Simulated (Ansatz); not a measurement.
# HgH8: the cost of one run

Computed with Ansatz 0.2.0 (DFT PBE, scalar-relativistic, plane waves, PAW, unless a step's input says otherwise).

## Step 1: The system as given

It takes space group Cm (No. 8, monoclinic). The conventional cell has a = 9.217 Å, b = 6.392 Å, c = 4.516 Å, α = 90.00°, β = 116.80°, γ = 90.00°. Around Hg (site symmetry m) lie 6 H at 2.00 to 2.09 Å. H (site symmetry 1) has 1 H at 1.26 Å as nearest neighbours. H (site symmetry m) has 1 H at 1.22 Å as nearest neighbours. H (site symmetry m) has 1 H at 1.25 Å as nearest neighbours.

As a file:

```cif
data_structure
_symmetry_space_group_name_H-M 'P 1'
_symmetry_Int_Tables_number 1
_cell_length_a 5.6083
_cell_length_b 5.6083
_cell_length_c 4.5158
_cell_angle_alpha 111.745
_cell_angle_beta 111.745
_cell_angle_gamma 69.478
_cell_volume 118.74
loop_
_atom_site_label
_atom_site_type_symbol
_atom_site_fract_x
_atom_site_fract_y
_atom_site_fract_z
_atom_site_occupancy
Hg1 Hg 0.60527 0.60527 0.99082 1
H1 H 0.79900 0.27663 0.15164 1
H2 H 0.74017 0.21140 0.83920 1
H3 H 0.21140 0.74017 0.83920 1
H4 H 0.27663 0.79900 0.15164 1
H5 H 0.20124 0.20124 0.17013 1
H6 H 0.78323 0.78323 0.82501 1
H7 H 0.14244 0.14244 0.86888 1
H8 H 0.84778 0.84778 0.13571 1
```

A structure generator made this guess: species swapped into a database cell of LiO8 (Cm, No. 8), with Hg on the Li sites and H on the O sites. The dimensions are guesses.

## Step 2: The guess as it stands, on a coarse mesh

input.yaml reads:

```yaml
crystal:
  lattice:
    - [4.60867226, -3.19584264, 0.0]
    - [4.60867226, 3.19584264, 0.0]
    - [-2.03585906, 0.0, 4.03083153]
  atoms:
    - { symbol: Hg, position: [0.60526699, 0.60526699, 0.99081802] }
    - { symbol: H, position: [0.79899597, 0.27662599, 0.151641] }
    - { symbol: H, position: [0.74016899, 0.21139701, 0.83920002] }
    - { symbol: H, position: [0.21139701, 0.74016899, 0.83920002] }
    - { symbol: H, position: [0.27662599, 0.79899597, 0.151641] }
    - { symbol: H, position: [0.20123599, 0.20123599, 0.17013299] }
    - { symbol: H, position: [0.78322798, 0.78322798, 0.82500798] }
    - { symbol: H, position: [0.14244001, 0.14244001, 0.86887503] }
    - { symbol: H, position: [0.84778303, 0.84778303, 0.13570599] }
basis:
  ecutwfc: 420
kpoints:
  mp_grid: { grid: [4, 4, 4] }
hamiltonian:
  xc: pbe
scf:
  occupations: { method: gaussian, width: 0.1 }
  lower_state_search: "off"
output:
  forces: true
  stress: true
  eigenvalues: true
```

Started as:

```bash
$ ansatz run input.yaml --threads 1 --pin off --max-ram 2560MiB --backend cpu --events-out ev --progress --plain --runs-dir out
```

Q: Estimate wall time and peak memory on 1 thread of AMD EPYC 7B13 (Zen 3), shared host.

About 4.1 s, with a peak of 0.4 GiB.
